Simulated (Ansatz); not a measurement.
**A single-point run on KAg4Sb2**

The system is KAg4Sb2, a borrowed structure type, volume estimated. Wanted, at the geometry given: its forces and stress, its levels, and how its atoms share the electrons.

Program: Ansatz 0.2.0. Level of theory: DFT, PBEsol, no spin polarisation, plane waves, PAW. These are calculated values, not measurements.

### 1 Geometry

It takes space group R-3m (No. 166, trigonal). Conventional cell: a = 4.782 Å, b = 4.782 Å, c = 25.248 Å, α = 90.00°, β = 90.00°, γ = 120.00°. Around K (site symmetry -3m) lie 6 Sb at 3.40 Å and 8 Ag at 3.58 to 3.77 Å. Ag (site symmetry 3m) has 4 Sb at 2.84 to 3.19 Å and 6 Ag at 2.94 to 3.03 Å as nearest neighbours. Ag (site symmetry 3m) is surrounded by 3 Sb at 2.82 Å and 3 Ag at 2.94 Å. Sb (site symmetry 3m) has 7 Ag at 2.82 to 3.19 Å as nearest neighbours.

As a file:

```cif
data_structure
_symmetry_space_group_name_H-M 'P 1'
_symmetry_Int_Tables_number 1
_cell_length_a 4.7818
_cell_length_b 4.7818
_cell_length_c 8.8572
_cell_angle_alpha 105.661
_cell_angle_beta 90.000
_cell_angle_gamma 120.000
_cell_volume 166.65
loop_
_atom_site_label
_atom_site_type_symbol
_atom_site_fract_x
_atom_site_fract_y
_atom_site_fract_z
_atom_site_occupancy
K1 K 0.00000 0.00000 0.00000 1
Ag1 Ag 0.14193 0.28386 0.42579 1
Ag2 Ag 0.85807 0.71614 0.57421 1
Ag3 Ag 0.43502 0.87004 0.30506 1
Ag4 Ag 0.56498 0.12996 0.69494 1
Sb1 Sb 0.25457 0.50914 0.76371 1
Sb2 Sb 0.74543 0.49086 0.23629 1
```

It is a restart: the density comes from an earlier run on this cell.

### 2 Self-consistent run

input.yaml reads:

```yaml
crystal:
  lattice:
    - [4.781821, 0.0, 0.0]
    - [-2.390911, 4.141182, 0.0]
    - [0.0, -2.760785, 8.415901]
  atoms:
    - { symbol: K, position: [0.0, 0.0, 0.0] }
    - { symbol: Ag, position: [0.14193, 0.28386, 0.42579] }
    - { symbol: Ag, position: [0.85807, 0.71614, 0.57421] }
    - { symbol: Ag, position: [0.43502, 0.87004, 0.30506] }
    - { symbol: Ag, position: [0.56498, 0.12996, 0.69494] }
    - { symbol: Sb, position: [0.25457, 0.50914, 0.76371] }
    - { symbol: Sb, position: [0.74543, 0.49086, 0.23629] }
  symmetry: { tolerance: 0.0003 }
kpoints:
  mp_grid: { grid: [8, 8, 8], shift: [0, 0, 0] }
  band_path:
    path:
      - [0.0, 0.0, 0.0]
      - [0.0, 0.0, 0.5]
      - [0.63079569, -0.31539784, 0.5]
      - [0.68460216, -0.36920431, 0.18460216]
      - [0.5, 0.0, 0.0]
      - [0.0, 0.0, 0.0]
      - [0.68460216, -0.34230108, 0.0]
      - [0.65769892, -0.34230108, 0.34230108]
      - [0.5, -0.5, 0.5]
      - [0.0, 0.0, 0.0]
    npoints: 6
magnetization:
  spin_polarized: false
scf:
  occupations: { method: fermi_dirac }
  lower_state_search: "off"
  max_iter: 200
hamiltonian:
  pseudopotentials: { kind: paw }
  xc: pbesol
basis:
  ecutwfc: 420
  fft_grid_basis: typed
output:
  forces: true
  stress: true
  eigenvalues: true
  bader: true
  populations: true
  elf: true
  write_potential: true
  volumetric_format: npy
  dos:
    e_range: [-12, 8]
    de: 0.05
    projected: { site_lists: { Ag: [Ag], K: [K], Sb: [Sb] } }
checkpoint:
  read: saved_state
```

Before running it: what results should come out? Wanted: largest force; pressure; character; Bader charges.

The runs gave:

```
                                                 quantity                                   value
                                            largest force                        0.602 eV/Å on Sb
                                                 pressure                                -2.8 GPa
           formation energy (elements from separate runs)                           -0.09 eV/atom
                                                character                                   metal
density of states, mean within 0.25 eV of the Fermi level                     2.4 per eV per cell
                                            Bader charges  K +0.71, Ag -0.15 to -0.04, Sb -0.17 e
```

**Reading.** It is a metal; within 0.25 eV of the Fermi level the density of states averages 2.4 per eV per cell, mostly Sb p (73 %) and Ag d (16 %). By Bader's partition K gives up most (+0.71 e) and Sb takes most (-0.17 e). Set against separate runs on the elements (K bcc, Ag fcc, Sb A7 rhombohedral), it forms at -0.09 eV per atom, so it holds against falling apart into elements. The atoms are not at rest: the largest force, 0.60 eV/Å, acts on Sb.
